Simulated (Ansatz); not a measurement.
**Bi2Se3 (Paraguanajuatite): the dielectric function from several functionals**

Aim: the dielectric function of Bi2Se3 (Paraguanajuatite) in the independent-particle picture, and how it depends on the functional and on the gap. The runs, in order: HSE06 for the gap; optics with r2SCAN on 6×6×6.

Method: plane waves, PAW; no local fields, no excitons, in Ansatz 0.2.0.

5 further runs of the same task are left out: 5 that didn't finish.

## Step 1: The system as given

The structure is trigonal, space group R-3m (No. 166). Conventional cell: a = 4.142 Å, b = 4.142 Å, c = 29.260 Å, α = 90.00°, β = 90.00°, γ = 120.00°. Bi (site symmetry 3m) has 6 Se at 2.85 to 3.07 Å as nearest neighbours. Around Se (site symmetry -3m) lie 6 Bi at 3.07 Å. Around Se (site symmetry 3m) lie 3 Bi at 2.85 Å.

Structure file:

```
CELL_PARAMETERS angstrom
2.07116 1.19579 9.75341
-2.07116 1.19579 9.75341
0.00000 -2.39157 9.75341
ATOMIC_POSITIONS crystal
Bi 0.39935 0.39935 0.39935
Bi 0.60065 0.60065 0.60065
Se 0.00000 0.00000 0.00000
Se 0.21411 0.21411 0.21411
Se 0.78589 0.78589 0.78589
```

The cell was relaxed beforehand with r2SCAN+rVV10; those runs aren't shown. No run includes spin-orbit coupling, which matters for Bi.

## Step 2: A hybrid for the gap

The input, input.yaml:

```yaml
crystal:
  lattice:
    - [2.0711634285, 1.195786763, 9.753411266]
    - [-2.0711634285, 1.195786763, 9.753411266]
    - [0.0, -2.391573526, 9.753411266]
  atoms:
    - { symbol: Bi, position: [0.3993469745, 0.3993469745, 0.3993469745] }
    - { symbol: Bi, position: [0.6006530255, 0.6006530255, 0.6006530255] }
    - { symbol: Se, position: [0.0, 0.0, 0.0] }
    - { symbol: Se, position: [0.2141084314, 0.2141084314, 0.2141084314] }
    - { symbol: Se, position: [0.7858915686, 0.7858915686, 0.7858915686] }
kpoints:
  mp_grid: { grid: [4, 4, 4] }
  band_path:
    path:
      - [0.0, 0.0, 0.0]
      - [0.5, 0.5, 0.5]
      - [0.8233125159, 0.1766874841, 0.5]
      - [0.5, -0.1766874841, 0.1766874841]
      - [0.5, 0.0, 0.0]
      - [0.338343742, -0.338343742, 0.0]
      - [0.661656258, 0.0, 0.338343742]
      - [0.5, 0.0, 0.5]
    npoints: 1
hamiltonian:
  xc: hse06
scf:
  occupations: { method: fixed }
  n_extra_bands: 5
output:
  forces: true
  stress: true
  eigenvalues: true
```

Launch:

```console
$ ansatz run input.yaml --threads 4 --pin off --max-ram 5529MiB --backend cpu --events-out ev --progress --plain --runs-dir out
```

The runs that follow: Optics, r2SCAN.

**Question.** What will the summary of the whole plan be? Wanted: ε∞, r2SCAN; tallest peak of ε₂, r2SCAN; HSE06 direct gap.

**Answer**, as computed:

| quantity | value |
| --- | --- |
| ε∞, r2SCAN | 18.16 (xx, yy), 16.50 (zz) |
| tallest peak of ε₂, r2SCAN | 42.4 at 2.85 eV |
| HSE06 direct gap | 0.79 eV |

What this shows: The response is anisotropic: with r2SCAN ε∞ is 18.16 (xx, yy), 16.50 (zz). Local fields and excitons are left out: both change ε∞, and without excitons the onset lacks its lines.
